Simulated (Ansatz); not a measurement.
# SiBN: the cost of one run

Program: Ansatz 0.2.0. Level of theory: DFT PBE, scalar-relativistic, plane waves, PAW. These are calculated values, not measurements.

## 1. Starting point

The structure is tetragonal, space group P4/mmm (No. 123). Conventional cell: a = 3.300 Å, b = 3.300 Å, c = 3.537 Å, α = 90.00°, β = 90.00°, γ = 90.00°. Around Si (site symmetry 4/mmm) lie 2 B at 1.77 Å. Around B (site symmetry 4/mmm) lie 2 Si at 1.77 Å. N (site symmetry 4/mmm) is surrounded by 4 Si at 2.33 Å.

Coordinates:

```cif
data_structure
_symmetry_space_group_name_H-M 'P 1'
_symmetry_Int_Tables_number 1
_cell_length_a 3.3002
_cell_length_b 3.3002
_cell_length_c 3.5374
_cell_angle_alpha 90.000
_cell_angle_beta 90.000
_cell_angle_gamma 90.000
_cell_volume 38.53
loop_
_atom_site_label
_atom_site_type_symbol
_atom_site_fract_x
_atom_site_fract_y
_atom_site_fract_z
_atom_site_occupancy
Si1 Si 0.50000 0.50000 0.50000 1
B1 B 0.50000 0.50000 0.00000 1
N1 N 0.00000 0.00000 0.50000 1
```

The cell is invented: random cell by space group and Wyckoff sites (P4/mmm, No. 123). The dimensions are guesses.

## 2. Probe: one point on a coarse mesh

File input.yaml:

```yaml
crystal:
  lattice:
    - [3.30015694, 0.0, 0.0]
    - [0.0, 3.30015694, 0.0]
    - [0.0, 0.0, 3.53735385]
  atoms:
    - { symbol: Si, position: [0.5, 0.5, 0.5] }
    - { symbol: B, position: [0.5, 0.5, 0.0] }
    - { symbol: "N", position: [0.0, 0.0, 0.5] }
basis:
  ecutwfc: 420
kpoints:
  mp_grid: { grid: [6, 6, 6] }
hamiltonian:
  xc: pbe
scf:
  occupations: { method: gaussian, width: 0.1 }
  lower_state_search: "off"
output:
  forces: true
  stress: true
  eigenvalues: true
```

Run with:

```
> ansatz run input.yaml --threads 1 --pin off --max-ram 2560MiB --backend cpu --events-out ev --progress --plain --runs-dir out
```

What time and memory should one allow on 1 thread of Arm Neoverse V2, shared host?

About 1.2 s, with a peak of 0.28 GiB.
